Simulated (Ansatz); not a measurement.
# C6H19N4Nb: the cost of one run

Method: one geometry, several basis sets; program: Ansatz 0.2.0, Gaussian basis.

The runs, in order: PBE0-D4/def2-SVP; ωB97M-V/def2-SVP; PBE0-D4/def2-QZVPP; ωB97M-V/def2-QZVPP; the functionals' def2-TZVPP values are taken from earlier runs.

1 further run of the same task is left out (for a known fault of the program).

## Step 1: The geometry

The geometry comes from an earlier relaxation with PBE0-D4 in a triple-zeta def2 set; it is a stationary point, not always the lowest conformer. Nb takes the def2 core potential; no spin-orbit term is included.

SMILES `C[N](C)[Nb](=[NH])([N](C)C)[N](C)C`, 30 atoms, charge 0, spin multiplicity 1.

Atoms are counted from 1 here; the program's logs count them from 0.

Bond lengths: C1–N2 1.441 Å, C1–H12 1.100 Å, C1–H13 1.100 Å, C1–H14 1.096 Å, N2–C3 1.440 Å, N2–Nb4 1.996 Å, C3–H15 1.089 Å, C3–H16 1.101 Å, C3–H17 1.100 Å, Nb4–N5 1.758 Å, Nb4–N6 1.996 Å, Nb4–N9 1.996 Å, N5–H18 1.008 Å, N6–C7 1.441 Å, N6–C8 1.441 Å, C7–H19 1.089 Å, C7–H20 1.100 Å, C7–H21 1.101 Å and more. Angles: N2–C1–H12 111.8°, N2–C1–H13 111.6°, N2–C1–H14 111.6°, H12–C1–H13 107.5°, H12–C1–H14 107.4°, H13–C1–H14 106.7°, C1–N2–C3 112.1°, C1–N2–Nb4 119.1°, C3–N2–Nb4 128.6°, N2–C3–H15 110.4°, N2–C3–H16 111.4°, N2–C3–H17 111.3°, H15–C3–H16 108.3°, H15–C3–H17 108.2°, H16–C3–H17 107.1°, N2–Nb4–N5 108.6°, N2–Nb4–N6 110.3°, N2–Nb4–N9 110.3° and more.

Coordinates:

```mol
C6H19N4Nb
  3D, bonds by distance, orders not assigned

 30 29  0  0  0  0  0  0  0  0999 V2000
   -1.5048    0.3448    2.0325 C   0  0
   -0.0749    0.2583    1.8740 N   0  0
    0.6166    0.3373    3.1352 C   0  0
    0.6952    0.1733    0.0347 Nb  0  0
    2.3990    0.5982    0.1186 N   0  0
   -0.2286    1.4755   -1.1628 N   0  0
    0.2538    2.7396   -1.6572 C   0  0
   -1.5154    1.1324   -1.7139 C   0  0
    0.5333   -1.6755   -0.6992 N   0  0
   -0.6944   -2.4044   -0.5024 C   0  0
    1.5367   -2.4707   -1.3594 C   0  0
   -1.9004   -0.4895    2.6311 H   0  0
   -1.8014    1.2798    2.5307 H   0  0
   -2.0189    0.3262    1.0652 H   0  0
    1.6941    0.2934    2.9809 H   0  0
    0.3818    1.2737    3.6638 H   0  0
    0.3303   -0.4912    3.8002 H   0  0
    3.3757    0.8419    0.1658 H   0  0
    1.2364    2.9598   -1.2417 H   0  0
   -0.4264    3.5607   -1.3853 H   0  0
    0.3363    2.7365   -2.7547 H   0  0
   -1.8538    0.1505   -1.3650 H   0  0
   -1.4858    1.0849   -2.8127 H   0  0
   -2.2877    1.8647   -1.4347 H   0  0
   -1.4359   -1.8055    0.0376 H   0  0
   -0.5329   -3.3175    0.0897 H   0  0
   -1.1482   -2.7056   -1.4585 H   0  0
    1.2025   -2.7859   -2.3593 H   0  0
    1.7634   -3.3849   -0.7899 H   0  0
    2.4587   -1.9016   -1.4723 H   0  0
  1  2  8  0
  2  3  8  0
  2  4  8  0
  4  5  8  0
  4  6  8  0
  6  7  8  0
  6  8  8  0
  4  9  8  0
  9 10  8  0
  9 11  8  0
  1 12  8  0
  1 13  8  0
  1 14  8  0
  3 15  8  0
  3 16  8  0
  3 17  8  0
  5 18  8  0
  7 19  8  0
  7 20  8  0
  7 21  8  0
  8 22  8  0
  8 23  8  0
  8 24  8  0
 10 25  8  0
 10 26  8  0
 10 27  8  0
 11 28  8  0
 11 29  8  0
 11 30  8  0
M  END
```

## Step 2: PBE0-D4 in def2-SVP

Input file in.yaml:

```yaml
crystal:
  periodic: [false, false, false]
  atoms:
    - {symbol: C, position_ang: [-1.504828, 0.344799, 2.032523]}
    - {symbol: N, position_ang: [-0.074909, 0.258336, 1.873978]}
    - {symbol: C, position_ang: [0.616581, 0.337346, 3.135153]}
    - {symbol: Nb, position_ang: [0.695203, 0.173321, 0.034739]}
    - {symbol: N, position_ang: [2.399049, 0.598218, 0.118560]}
    - {symbol: N, position_ang: [-0.228602, 1.475465, -1.162786]}
    - {symbol: C, position_ang: [0.253762, 2.739576, -1.657184]}
    - {symbol: C, position_ang: [-1.515378, 1.132351, -1.713943]}
    - {symbol: N, position_ang: [0.533305, -1.675484, -0.699231]}
    - {symbol: C, position_ang: [-0.694358, -2.404440, -0.502383]}
    - {symbol: C, position_ang: [1.536692, -2.470750, -1.359390]}
    - {symbol: H, position_ang: [-1.900411, -0.489510, 2.631090]}
    - {symbol: H, position_ang: [-1.801363, 1.279798, 2.530728]}
    - {symbol: H, position_ang: [-2.018920, 0.326187, 1.065224]}
    - {symbol: H, position_ang: [1.694085, 0.293438, 2.980882]}
    - {symbol: H, position_ang: [0.381815, 1.273701, 3.663826]}
    - {symbol: H, position_ang: [0.330282, -0.491222, 3.800163]}
    - {symbol: H, position_ang: [3.375664, 0.841874, 0.165823]}
    - {symbol: H, position_ang: [1.236449, 2.959780, -1.241716]}
    - {symbol: H, position_ang: [-0.426421, 3.560664, -1.385305]}
    - {symbol: H, position_ang: [0.336299, 2.736506, -2.754712]}
    - {symbol: H, position_ang: [-1.853796, 0.150535, -1.364951]}
    - {symbol: H, position_ang: [-1.485789, 1.084890, -2.812690]}
    - {symbol: H, position_ang: [-2.287702, 1.864735, -1.434676]}
    - {symbol: H, position_ang: [-1.435883, -1.805468, 0.037642]}
    - {symbol: H, position_ang: [-0.532878, -3.317511, 0.089729]}
    - {symbol: H, position_ang: [-1.148191, -2.705600, -1.458531]}
    - {symbol: H, position_ang: [1.202469, -2.785879, -2.359258]}
    - {symbol: H, position_ang: [1.763401, -3.384899, -0.789923]}
    - {symbol: H, position_ang: [2.458674, -1.901558, -1.472280]}
basis:
  gaussian: {orbitals: def2-SVP}
hamiltonian: {xc: pbe0, dispersion: d4}
output: {orbitals: {seedname: orbitals}}
```

Launch:

```bash
> ansatz run in.yaml --threads 11 --pin off --events-out ev --progress --plain --max-ram 174080MiB --backend cpu
```

Q: Estimate wall time and peak memory on 11 threads of AMD EPYC 7R13, shared host.

About 4.2 s, with a peak of 1.6 GiB.
